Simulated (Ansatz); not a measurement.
# TiSiMo4: one candidate of a structure search

Where does this trial cell of TiSiMo4 go when cell and atoms are let free?

Program: Ansatz 0.2.0. Level of theory: DFT PBE, scalar-relativistic, plane waves, PAW. These are calculated values, not measurements.

### Step 1. Starting point

The structure is cubic, space group F-43m (No. 216). Conventional cell: a = 7.505 Å, b = 7.505 Å, c = 7.505 Å, α = 90.00°, β = 90.00°, γ = 90.00°. Around Ti (site symmetry -43m) lie 12 Mo at 3.11 Å and 4 Si at 3.25 Å. Around Si (site symmetry -43m) lie 12 Mo at 3.11 Å and 4 Ti at 3.25 Å. Mo (site symmetry 3m) is surrounded by 6 Mo at 2.65 to 2.66 Å and 3 Ti at 3.11 Å and 3 Si at 3.11 Å.

Structure file:

```
Ti Si Mo
1.0
     0.00000    3.75246    3.75246
     3.75246    0.00000    3.75246
     3.75246    3.75246    0.00000
Ti Si Mo
1 1 4
Direct
  0.75000 0.75000 0.75000
  0.00000 0.00000 0.00000
  0.87407 0.37531 0.37531
  0.37531 0.37531 0.37531
  0.37531 0.87407 0.37531
  0.37531 0.37531 0.87407
```

The cell is invented: species swapped into a database cell of CeLuAl4 (F-43m, No. 216), with Ti on the Ce sites, Si on the Lu sites and Mo on the Al sites. Its size is a rough estimate.

### Step 2. A first look at the guess

File input.yaml:

```yaml
crystal:
  lattice:
    - [0.0, 3.75246244, 3.75246244]
    - [3.75246244, 0.0, 3.75246244]
    - [3.75246244, 3.75246244, 0.0]
  atoms:
    - { symbol: Ti, position: [0.75, 0.75, 0.75] }
    - { symbol: Si, position: [0.0, 0.0, 0.0] }
    - { symbol: Mo, position: [0.87407401, 0.37530866, 0.37530866] }
    - { symbol: Mo, position: [0.37530866, 0.37530866, 0.37530866] }
    - { symbol: Mo, position: [0.37530866, 0.87407401, 0.37530866] }
    - { symbol: Mo, position: [0.37530866, 0.37530866, 0.87407401] }
basis:
  ecutwfc: 420
kpoints:
  mp_grid: { grid: [4, 4, 4] }
hamiltonian:
  xc: pbe
scf:
  occupations: { method: gaussian, width: 0.1 }
  lower_state_search: "off"
output:
  forces: true
  stress: true
  eigenvalues: true
```

On the command line:

```bash
$ ansatz run input.yaml --threads 1 --pin off --max-ram 2560MiB --backend cpu --events-out ev --progress --plain --runs-dir out
```

Standard output, shortened:

```text
Warning: RAYON_NUM_THREADS=1 ignored (pool sized by the plan → 1); use --threads N
[...]
Pseudopotentials: kind: paw
Pseudopotential: Ti, paw, valence charge 12, recommended cutoff 420 eV (normal), Ti.paw.azcp
Pseudopotential: Si, paw, valence charge 4, recommended cutoff 420 eV (normal), Si.paw.azcp
Pseudopotential: Mo, paw, valence charge 14, recommended cutoff 420 eV (normal), Mo.paw.azcp
Functional definition: PBE
[...]
Crystal: 6 atoms, lattice volume = 105.677 Å³
Basis set: ecut = 420 eV, 2085 PW (Γ), exchange–correlation on 72×72×72 points (8 copies of the dense FFT grid, shifted against one another)
Bands: 44, of which v1, the nominal top of the filled ones, is band 36 counted from 1 (35 counted from 0)
Symmetry: 24 space group operations
Space group: F-43m (ITA 216), of the structure as read, at distance tolerance 4.7e-5 Å
k-points: 8 of 64 (time reversal used)
[...]
SCF iter   1: F=—  HF=-22958.055383 eV  |F-HF|=—  |Δ(HF+E_count)|=         —  Δρ=8.28e-3  dr2=1.37e-1  ethr=1.77e-3  ⟨swp⟩=5.9  Hψ=1201  notcnv=0
[...]
SCF iter   6: F=-22958.022449 eV  HF=-22958.022449 eV  |F-HF|=4.75e-8  |Δ(HF+E_count)|=   1.40e-7  Δρ=9.22e-6  dr2=9.30e-8  ethr=1.39e-10  ⟨swp⟩=8.9  Hψ=1394  notcnv=0
[...]
SCF converged after 6 iterations
Free energy (F): -22958.022449 eV
[...]
E sigma→0 (E₀):  -22958.014984 eV
Entropy (-TS):   -0.014929 eV (-2.488 meV/atom)
Fermi energy:    15.682177 eV
[...]
--- Forces (eV/Å), atoms counted from 1 ---
  atom   1  Ti    -0.00000000     0.00000000     0.00000000
  atom   2  Si     0.00000000    -0.00000000    -0.00000000
  atom   3  Mo    -0.18448537     0.18448537     0.18448537
  atom   4  Mo    -0.18448537    -0.18448537    -0.18448537
  atom   5  Mo     0.18448537    -0.18448537     0.18448537
  atom   6  Mo     0.18448537     0.18448537    -0.18448537
[...]
--- Stress (GPa, compression-positive) ---
      -11.436810       0.000000       0.000000
        0.000000     -11.436810      -0.000000
        0.000000      -0.000000     -11.436810
  P = ⅓ Tr σ = -11.4368 GPa (-114.368 kbar)
--- Band table (eV; the first three rows and the last of 8) ---
[...]
```

Run time: 2.7 s. Hardware: 1 thread of Arm Neoverse V2, shared host; peak memory 0.33 GiB.

From the probe: pressure -11.4 GPa, largest force 0.32 eV/Å, gap on this mesh none (metal). A guess like this is first relaxed loosely on the coarse mesh.

### Step 3. Rough relaxation on the coarse mesh

Changes to input.yaml since step 2:

```diff
@@ -25 +25,6 @@
   eigenvalues: true
+relax:
+  adjacent_minimum: "off"
+  f_tol: 0.04
+  max_steps: 70
+  cell: { stress_tol: 0.4 }
```

On the command line:

```bash
$ ansatz run input.yaml --threads 1 --pin off --max-ram 2560MiB --backend cpu --events-out ev --progress --plain --runs-dir out
```

Standard output:

```text
Warning: RAYON_NUM_THREADS=1 ignored (pool sized by the plan → 1); use --threads N
Engine: ansatz 0.2.0, aarch64-unknown-linux-gnu
[... 5 set-up lines as earlier in the session ...]
  parameter kappa = 0.804
  parameter beta = 0.06672455060314922
  exchange = pbe_x(kappa = kappa, mu = beta*pi^2/3)
  correlation = pbe_c(beta = beta)
Crystal: 6 atoms, lattice volume = 105.677 Å³
Basis set: ecut = 420 eV, 2085 PW (Γ), exchange–correlation on 72×72×72 points (8 copies of the dense FFT grid, shifted against one another)
Bands: 44, of which v1, the nominal top of the filled ones, is band 36 counted from 1 (35 counted from 0)
[... 2 set-up lines as earlier in the session ...]
k-points: 8 of 64 (time reversal used)
Non-local potential: Ti, projectors of the file, l = 0: 3, l = 1: 2, l = 2: 3, l = 3: 1
Non-local potential: Si, projectors of the file, l = 0: 2, l = 1: 2, l = 2: 2
Non-local potential: Mo, projectors of the file, l = 0: 3, l = 1: 2, l = 2: 2, l = 3: 1
PAW form: soft (Blöchl's): semilocal exchange-correlation on the pseudo side does not see the compensation charge
PAW one-centre angular grid: Ti, 590 points (default); XC on 64 Gauss nodes
PAW one-centre angular grid: Si, 110 points (default); XC on 64 Gauss nodes
PAW one-centre angular grid: Mo, 590 points (default); XC on 64 Gauss nodes
Initial density: superposition of atomic densities (neutral atoms: chi_scale 0, normalization atom), corrected by the library's trained network
Initial wavefunctions: pseudopotential atomic-orbital guess
Functional: x = pbe(κ = 0.804, μ = 0.2195149727645171), c = pbe(β = 0.06672455060314922)
SCF iter   1: F=—  HF=-22958.055383 eV  |F-HF|=—  |Δ(HF+E_count)|=         —  Δρ=8.28e-3  dr2=1.37e-1  ethr=1.77e-3  ⟨swp⟩=5.9  Hψ=1201  notcnv=0
preconditioner: auto → Kerker (q_TF=auto, 2.559 Å⁻¹)  [metal: Δε(μ)=0.103 eV  Ē_g=4.088 eV  σ=0.100 eV  W_gap=0.45  n_scr=26 (ndim 8)  ℏωp=20.4 eV  f_vac=0.000  D(μ)=3.43/eV (n_scr^D=26)]
SCF iter   2: F=—  HF=-22958.034228 eV  |F-HF|=—  |Δ(HF+E_count)|=   2.12e-2  Δρ=4.57e-3  dr2=4.55e-2  ethr=1.90e-4  ⟨swp⟩=1.0  Hψ=416  notcnv=0
SCF iter   3: F=—  HF=-22958.022503 eV  |F-HF|=—  |Δ(HF+E_count)|=   1.17e-2  Δρ=7.35e-4  dr2=5.46e-4  ethr=6.31e-5  ⟨swp⟩=2.0  Hψ=461  notcnv=0
SCF iter   4: F=—  HF=-22958.022448 eV  |F-HF|=—  |Δ(HF+E_count)|=   5.46e-5  Δρ=1.38e-4  dr2=2.31e-5  ethr=7.58e-7  ⟨swp⟩=2.0  Hψ=591  notcnv=0
SCF iter   5: F=—  HF=-22958.022449 eV  |F-HF|=—  |Δ(HF+E_count)|=   1.24e-6  Δρ=3.24e-5  dr2=1.23e-6  ethr=3.20e-8  ⟨swp⟩=2.0  Hψ=467  notcnv=0
SCF iter   6: F=-22958.022449 eV  HF=-22958.022449 eV  |F-HF|=4.76e-8  |Δ(HF+E_count)|=   1.40e-7  Δρ=9.22e-6  dr2=9.31e-8  ethr=1.39e-10  ⟨swp⟩=8.9  Hψ=1394  notcnv=0
SCF 1 converged in 6 iterations: F = -22958.022449 eV  dr2 = 9.31e-8
relax step   1: F+E_penalty+E_count = -22958.02244900 eV  Δ(F+E_penalty+E_count) = +0.000e0 eV  max|allowed force component| = 1.845e-1 eV/Å  Δτ_max = 0.0000 Å  P = -11.437 GPa  Ω = 105.677 Å³  (6 SCF iters, dr2 threshold 1.00e-7 eV, accepted)
Crystal: 6 atoms, lattice volume = 91.063 Å³
Basis set: ecut = 420 eV, 1807 PW (Γ), exchange–correlation on 72×72×72 points (8 copies of the dense FFT grid, shifted against one another)
Initial density: handed on by an earlier stage of this run
Initial wavefunctions: those handed on with the density
iter 1 solved again at ethr=9.13e-4 eV; its pass at ethr=3.10e-3 eV (dr2=6.57e-1 eV) is discarded
SCF iter   1: F=—  HF=-22957.969488 eV  |F-HF|=—  |Δ(HF+E_count)|=         —  Δρ=1.82e-2  dr2=6.57e-1  ethr=9.13e-4  ⟨swp⟩=1.4  Hψ=1931  notcnv=0
preconditioner: auto → Resta (q_TF=auto, 2.624 Å⁻¹)  ε∞=22.8  [insulator: Δε(μ)=0.282 eV  Ē_g=4.718 eV  σ=0.100 eV  W_gap=0.70  n_scr=26 (ndim 8)  ℏωp=22.0 eV  f_vac=0.000  D(μ)=2.69/eV (n_scr^D=14)  ε∞_Penn≈22.8]
SCF iter   2: F=—  HF=-22957.934253 eV  |F-HF|=—  |Δ(HF+E_count)|=   3.52e-2  Δρ=8.99e-3  dr2=1.64e-1  ethr=9.12e-4  ⟨swp⟩=2.2  Hψ=405  notcnv=0
SCF iter   3: F=—  HF=-22957.920615 eV  |F-HF|=—  |Δ(HF+E_count)|=   1.36e-2  Δρ=1.31e-3  dr2=3.65e-3  ethr=2.27e-4  ⟨swp⟩=2.0  Hψ=380  notcnv=0
SCF iter   4: F=—  HF=-22957.920246 eV  |F-HF|=—  |Δ(HF+E_count)|=   3.69e-4  Δρ=1.90e-4  dr2=2.20e-5  ethr=5.06e-6  ⟨swp⟩=2.0  Hψ=412  notcnv=0
SCF iter   5: F=—  HF=-22957.920251 eV  |F-HF|=—  |Δ(HF+E_count)|=   5.49e-6  Δρ=3.41e-5  dr2=1.00e-6  ethr=3.05e-8  ⟨swp⟩=2.0  Hψ=544  notcnv=0
SCF iter   6: F=-22957.920251 eV  HF=-22957.920251 eV  |F-HF|=1.62e-8  |Δ(HF+E_count)|=   1.66e-8  Δρ=9.41e-6  dr2=7.98e-8  ethr=8.33e-10  ⟨swp⟩=6.6  Hψ=1325  notcnv=0
SCF 2 converged in 6 iterations: F = -22957.920251 eV  dr2 = 7.98e-8
relax step   2: F+E_penalty+E_count = -22957.92025111 eV  Δ(F+E_penalty+E_count) = +1.022e-1 eV  max|allowed force component| = 2.732e-1 eV/Å  Δτ_max = 0.0160 Å  P = +17.794 GPa  Ω = 91.063 Å³  energy of the carried Pulay correction = +3.129e-3 eV  (6 SCF iters, dr2 threshold 6.00e-7 eV, rejected (line search))
Crystal: 6 atoms, lattice volume = 99.434 Å³
Basis set: ecut = 420 eV, 1917 PW (Γ), exchange–correlation on 72×72×72 points (8 copies of the dense FFT grid, shifted against one another)
iter 1 solved again at ethr=3.54e-4 eV; its pass at ethr=3.10e-3 eV (dr2=2.55e-1 eV) is discarded
SCF iter   1: F=—  HF=-22958.319332 eV  |F-HF|=—  |Δ(HF+E_count)|=         —  Δρ=1.06e-2  dr2=2.55e-1  ethr=3.54e-4  ⟨swp⟩=1.1  Hψ=1612  notcnv=0
preconditioner: auto → Resta (q_TF=auto, 2.585 Å⁻¹)  ε∞=24.0  [insulator: Δε(μ)=0.199 eV  Ē_g=4.392 eV  σ=0.100 eV  W_gap=0.81  n_scr=26 (ndim 8)  ℏωp=21.1 eV  f_vac=0.000  D(μ)=3.59/eV (n_scr^D=26)  ε∞_Penn≈24.0]
SCF iter   2: F=—  HF=-22958.303262 eV  |F-HF|=—  |Δ(HF+E_count)|=   1.61e-2  Δρ=4.67e-3  dr2=4.97e-2  ethr=3.54e-4  ⟨swp⟩=2.1  Hψ=417  notcnv=0
SCF iter   3: F=—  HF=-22958.299785 eV  |F-HF|=—  |Δ(HF+E_count)|=   3.48e-3  Δρ=7.55e-4  dr2=3.56e-4  ethr=6.90e-5  ⟨swp⟩=2.0  Hψ=388  notcnv=0
SCF iter   4: F=—  HF=-22958.299815 eV  |F-HF|=—  |Δ(HF+E_count)|=   3.00e-5  Δρ=1.57e-4  dr2=4.81e-5  ethr=4.94e-7  ⟨swp⟩=2.0  Hψ=604  notcnv=0
SCF iter   5: F=—  HF=-22958.299809 eV  |F-HF|=—  |Δ(HF+E_count)|=   5.90e-6  Δρ=2.87e-5  dr2=7.88e-7  ethr=6.68e-8  ⟨swp⟩=2.0  Hψ=407  notcnv=0
SCF iter   6: F=—  HF=-22958.299815 eV  |F-HF|=—  |Δ(HF+E_count)|=   6.71e-6  Δρ=7.31e-6  dr2=5.24e-8  ethr=1.10e-9  ⟨swp⟩=2.0  Hψ=574  notcnv=0
SCF iter   7: F=-22958.299815 eV  HF=-22958.299815 eV  |F-HF|=2.76e-10  |Δ(HF+E_count)|=   4.75e-9  Δρ=1.66e-6  dr2=2.23e-9  ethr=5.33e-12  ⟨swp⟩=6.0  Hψ=1267  notcnv=0
SCF 3 converged in 7 iterations: F = -22958.299815 eV  dr2 = 2.23e-9
relax step   3: F+E_penalty+E_count = -22958.29981536 eV  Δ(F+E_penalty+E_count) = -2.774e-1 eV  max|allowed force component| = 5.770e-2 eV/Å  Δτ_max = 0.0066 Å  P = -1.877 GPa  Ω = 99.434 Å³  energy of the carried Pulay correction = +1.282e-3 eV  (7 SCF iters, accepted)
Crystal: 6 atoms, lattice volume = 98.282 Å³
iter 1 solved again at ethr=6.45e-6 eV; its pass at ethr=3.10e-3 eV (dr2=4.64e-3 eV) is discarded
SCF iter   1: F=—  HF=-22958.306586 eV  |F-HF|=—  |Δ(HF+E_count)|=         —  Δρ=1.42e-3  dr2=4.29e-3  ethr=6.45e-6  ⟨swp⟩=2.0  Hψ=1570  notcnv=0
preconditioner: auto → Resta (q_TF=auto, 2.590 Å⁻¹)  ε∞=24.1  [insulator: Δε(μ)=0.262 eV  Ē_g=4.409 eV  σ=0.100 eV  W_gap=0.84  n_scr=26 (ndim 8)  ℏωp=21.2 eV  f_vac=0.000  D(μ)=2.91/eV (n_scr^D=14)  ε∞_Penn≈24.1]
SCF iter   2: F=—  HF=-22958.306321 eV  |F-HF|=—  |Δ(HF+E_count)|=   2.65e-4  Δρ=6.33e-4  dr2=8.33e-4  ethr=5.96e-6  ⟨swp⟩=1.5  Hψ=358  notcnv=0
SCF iter   3: F=—  HF=-22958.306252 eV  |F-HF|=—  |Δ(HF+E_count)|=   6.88e-5  Δρ=9.38e-5  dr2=1.20e-5  ethr=1.16e-6  ⟨swp⟩=2.0  Hψ=378  notcnv=0
SCF iter   4: F=—  HF=-22958.306254 eV  |F-HF|=—  |Δ(HF+E_count)|=   1.71e-6  Δρ=1.94e-5  dr2=3.11e-7  ethr=1.66e-8  ⟨swp⟩=2.0  Hψ=448  notcnv=0
iter 5 did not close the SCF: its close was put off for the readings that it lacked (scf_convergence_deferred on its scf_iter line)
SCF iter   5: F=-22958.306254 eV  HF=-22958.306254 eV  |F-HF|=8.28e-9  |Δ(HF+E_count)|=   2.05e-8  Δρ=3.62e-6  dr2=1.46e-8  ethr=4.31e-10  ⟨swp⟩=2.0  Hψ=610  notcnv=0
SCF iter   6: F=-22958.306254 eV  HF=-22958.306254 eV  |F-HF|=6.08e-10  |Δ(HF+E_count)|=  3.17e-10  Δρ=9.43e-7  dr2=1.22e-9  ethr=2.03e-11  ⟨swp⟩=1.4  Hψ=925  notcnv=0
SCF 4 converged in 6 iterations: F = -22958.306254 eV  dr2 = 1.22e-9
relax step   4: F+E_penalty+E_count = -22958.30625353 eV  Δ(F+E_penalty+E_count) = -6.438e-3 eV  max|allowed force component| = 4.305e-3 eV/Å  Δτ_max = 0.0021 Å  P = +0.305 GPa  Ω = 98.282 Å³  energy of the carried Pulay correction = +1.527e-3 eV  (6 SCF iters, dr2 threshold 6.00e-7 eV, accepted)
Initial wavefunctions: pseudopotential atomic-orbital guess (no wavefunctions were taken with the density)
iter 1 solved again at ethr=1.92e-7 eV; its pass at ethr=3.10e-3 eV (dr2=1.38e-4 eV) is discarded
SCF iter   1: F=—  HF=-22958.304444 eV  |F-HF|=—  |Δ(HF+E_count)|=         —  Δρ=1.50e-4  dr2=3.07e-6  ethr=1.92e-7  ⟨swp⟩=3.4  Hψ=2080  notcnv=0
preconditioner: auto → Resta (q_TF=auto, 2.590 Å⁻¹)  ε∞=24.0  [insulator: Δε(μ)=0.255 eV  Ē_g=4.413 eV  σ=0.100 eV  W_gap=0.84  n_scr=26 (ndim 8)  ℏωp=21.2 eV  f_vac=0.000  D(μ)=2.94/eV (n_scr^D=14)  ε∞_Penn≈24.0]
SCF iter   2: F=—  HF=-22958.304450 eV  |F-HF|=—  |Δ(HF+E_count)|=   6.49e-6  Δρ=7.83e-5  dr2=8.01e-7  ethr=4.27e-9  ⟨swp⟩=2.1  Hψ=606  notcnv=0
SCF iter   3: F=—  HF=-22958.304451 eV  |F-HF|=—  |Δ(HF+E_count)|=   5.99e-7  Δρ=4.44e-6  dr2=5.34e-9  ethr=1.11e-9  ⟨swp⟩=2.2  Hψ=629  notcnv=0
iter 4 did not close the SCF: its close was put off for the readings that it lacked (scf_convergence_deferred on its scf_iter line)
SCF iter   4: F=-22958.304451 eV  HF=-22958.304451 eV  |F-HF|=1.27e-10  |Δ(HF+E_count)|=   4.91e-9  Δρ=9.92e-7  dr2=3.96e-10  ethr=7.41e-12  ⟨swp⟩=3.0  Hψ=660  notcnv=0
iter 5 did not close the SCF: its close was put off for the readings that it lacked (scf_convergence_deferred on its scf_iter line)
SCF iter   5: F=-22958.304451 eV  HF=-22958.304451 eV  |F-HF|=1.46e-11  |Δ(HF+E_count)|=  1.46e-10  Δρ=2.17e-7  dr2=3.24e-11  ethr=1.00e-12  ⟨swp⟩=1.0  Hψ=352  notcnv=0
SCF iter   6: F=-22958.304451 eV  HF=-22958.304451 eV  |F-HF|=3.64e-12  |Δ(HF+E_count)|=    0.00e0  Δρ=2.68e-8  dr2=6.05e-13  ethr=1.00e-12  ⟨swp⟩=1.0  Hψ=736  notcnv=0
SCF 5 converged in 6 iterations: F = -22958.304451 eV  dr2 = 6.05e-13
relax step   5: F+E_penalty+E_count = -22958.30445071 eV  Δ(F+E_penalty+E_count) = +1.803e-3 eV  max|allowed force component| = 4.291e-3 eV/Å  Δτ_max = 0.0000 Å  P = +0.314 GPa  Ω = 98.282 Å³  stress off target by 3.14e-1 GPa  SCF on the basis re-selected at this cell (its energy is not comparable with the rows above)  (6 SCF iters)
basis re-selected at this cell: Δ(F+E_penalty+E_count) = +1.803e-3 eV, ΔP = +0.009 GPa vs the last step (what re-selecting the basis moved, of the pressure what is left beyond the Pulay correction that the steps carried, after the strain that the cell walked since its last selection, with what the two solves' SCF thresholds leave and, on support functions, any second-order correction that the steps lacked; it is no measure of the basis error at this ecutwfc). This SCF's stress stands 3.14e-1 GPa from its target on what of the cell is left free (relax.cell.stress_tol is 4.00e-1 GPa) and its largest allowed force component is 4.29e-3 eV/Å (relax.f_tol is 4.00e-2 eV/Å): within both
SCF converged after 6 iterations
Free energy (F): -22958.304451 eV
Harris-Foulkes:  -22958.304451 eV  (|F-HF|=3.64e-12)
Internal energy: -22958.289755 eV  (E = F + TS)
E sigma→0 (E₀):  -22958.297103 eV
Entropy (-TS):   -0.014696 eV (-2.449 meV/atom)
Fermi energy:    17.144540 eV
--- Per-component energies (eV) ---
  E_band       = -495.735618
  E_kinetic    = 2083.284091
  E_local      = -5149.821428  (includes V_loc(G=0)·N_el)
  E_nonlocal   = 607.229906
  E_hartree    = 1900.386373
  E_xc         = -887.161488
  E_vxc        = -1085.697936  (∫ρ·V_xc dr)
  E_paw        = -14366.946003  (= ΣΔE_a)
  E_vpaw       = -751.503291  (= ΣTr[D̂ρ^β])
  E_aug_tail   = 0.000301  (compensation charges beyond the density's cutoff)
  E_ewald      = -7145.261506
  E_smearing   = -0.014696  (= −TS)
  E_closure    = 0.000000  (closes the sum)
  Σ components = -22958.304451   (vs F -22958.304451, Δ=0.00e0)
--- Forces (eV/Å), atoms counted from 1 ---
  atom   1  Ti    -0.00000000     0.00000000     0.00000000
  atom   2  Si     0.00000000    -0.00000000     0.00000000
  atom   3  Mo    -0.00429100     0.00429100     0.00429100
  atom   4  Mo    -0.00429100    -0.00429100    -0.00429100
  atom   5  Mo     0.00429100    -0.00429100     0.00429100
  atom   6  Mo     0.00429100     0.00429100    -0.00429100
  max |Σ_I F_I| component: 1.16e-16 eV/Å
--- Stress (GPa, compression-positive) ---
        0.313651       0.000000       0.000000
        0.000000       0.313651      -0.000000
        0.000000       0.000000       0.313651
  P = ⅓ Tr σ = 0.3137 GPa (3.137 kbar)
--- Band table (eV; the first three rows and the last of 8) ---
  k-point 0: bands = ["-43.8749", "-43.4670", "-43.4670", "-43.4670", "-39.7160", "-19.3455", "-18.3349", "-18.3349", "-18.3349", "-18.0076", "-18.0076", "-17.1853", "-17.1853", "-17.1853", "-16.9112", "-16.9112", "-16.9112", "-15.9509", "-15.9509", "-15.9509", "7.9471", "10.7764", "12.4547", "12.4547", "12.4547", "13.1191", "13.1191", "13.1191", "14.2158", "14.2158", "16.2640", "16.8836", "16.8836", "16.8836", "17.3370", "17.3370", "18.7071", "18.7071", "18.7071", "19.0008", "19.0008", "19.0008", "19.4218", "19.4218"]
  k-point 1: bands = ["-43.8335", "-43.5113", "-43.4672", "-43.4672", "-39.7162", "-19.1568", "-18.2621", "-18.2533", "-18.2533", "-17.9490", "-17.9490", "-17.3162", "-17.3162", "-17.2197", "-17.1851", "-16.9406", "-16.9406", "-15.9567", "-15.9493", "-15.9493", "8.3368", "11.3170", "12.0834", "12.8590", "12.8590", "13.2002", "13.5187", "13.5187", "14.5631", "14.5631", "15.8379", "16.1828", "16.1828", "16.9356", "16.9356", "17.2706", "18.4565", "18.4565", "18.5162", "18.8920", "18.9409", "18.9409", "19.1365", "19.7005"]
  k-point 2: bands = ["-43.7755", "-43.5721", "-43.4673", "-43.4673", "-39.7164", "-18.9474", "-18.1914", "-18.1914", "-17.9016", "-17.8368", "-17.7076", "-17.7076", "-17.6242", "-17.6242", "-17.1849", "-16.9560", "-16.9560", "-15.9617", "-15.9476", "-15.9476", "8.7963", "11.6087", "12.1236", "13.3685", "13.4258", "13.4258", "13.9687", "13.9687", "15.0458", "15.0458", "15.6232", "15.8140", "15.8140", "16.1273", "16.1273", "16.2411", "18.0712", "18.3497", "18.3497", "18.7883", "18.8270", "18.8270", "19.2527", "19.2527"]
  k-point 7: bands = ["-43.6819", "-43.6671", "-43.4676", "-43.4676", "-39.7165", "-18.4977", "-18.4621", "-18.0492", "-18.0313", "-17.7487", "-17.7283", "-17.7222", "-17.7025", "-17.3648", "-17.3643", "-17.1096", "-17.1093", "-15.9569", "-15.9499", "-15.9485", "9.0041", "12.7284", "13.0243", "13.0818", "13.7004", "13.8978", "13.9343", "14.3450", "14.4402", "14.6950", "15.0460", "15.2137", "15.6675", "15.9757", "16.0840", "16.8052", "16.9356", "17.3553", "17.4556", "17.4826", "18.9798", "19.4402", "19.4995", "19.6469"]
--- Relaxed structure (4 steps of the walk, 3 accepted, 1 SCFs on fresh bases) ---
  F+E_penalty+E_count = -22958.30445071 eV   max|allowed force component| = 4.291e-3 eV/Å   (the final SCF, on the basis selected at the relaxed cell)
  cell:  # Å, volume = 98.2818 Å³
    - [-2.8534083384215305e-33, 3.6628101182117496, 3.6628101182117496]
    - [3.6628101182117496, -3.0317463595728763e-33, 3.6628101182117496]
    - [3.6628101182117496, 3.6628101182117496, -1.605042190362111e-33]
  atoms:
    - { symbol: Ti, position: [0.75, 0.75, 0.75] }
    - { symbol: Si, position: [3.0082986861830995e-17, 3.004446274813869e-17, 3.014077303236948e-17] }
    - { symbol: Mo, position: [0.8760913774309211, 0.37463620752302623, 0.3746362075230263] }
    - { symbol: Mo, position: [0.37463620752302623, 0.37463620752302623, 0.37463620752302623] }
    - { symbol: Mo, position: [0.37463620752302623, 0.8760913774309211, 0.3746362075230263] }
    - { symbol: Mo, position: [0.37463620752302623, 0.37463620752302623, 0.8760913774309211] }
```

Wall time 17 s (1 thread of Arm Neoverse V2, shared host); peak memory 0.36 GiB.

Step by step:

| step | E - E(step 1) (eV/cell) | largest force component (eV/Å) | pressure (GPa) | volume (Å³) |
| --- | --- | --- | --- | --- |
| 1 | 0.0000 | 0.1845 | -11.44 | 105.68 |
| 2 | 0.1022 | 0.2732 | 17.79 | 91.06 |
| 3 | -0.2774 | 0.0577 | -1.88 | 99.43 |
| 4 | -0.2838 | 0.0043 | 0.30 | 98.28 |
| 5 | -0.2820 | 0.0043 | 0.31 | 98.28 |

Step 1 is the start. Step 5 repeats the geometry before it on a plane-wave basis chosen anew for that cell, so its energy need not be comparable with the rows above. Step 2 was tried and not accepted.

Lengths and angles in the start's conventional setting:

|  | before | after | change |
| --- | --- | --- | --- |
| a (Å) | 7.505 | 7.326 | -2.4 % |
| b (Å) | 7.505 | 7.326 | -2.4 % |
| c (Å) | 7.505 | 7.326 | -2.4 % |
| volume (Å³/atom) | 17.61 | 16.38 | -7.0 % |
| shortest distance (Å) | 2.647 | 2.582 | -2.4 % |
| space group (0.01 Å) | F-43m | F-43m | same |

Forces and stress were held to the start's 24 operations: a distortion of lower symmetry was not tested.

(Part 1 of 2 ends here.)
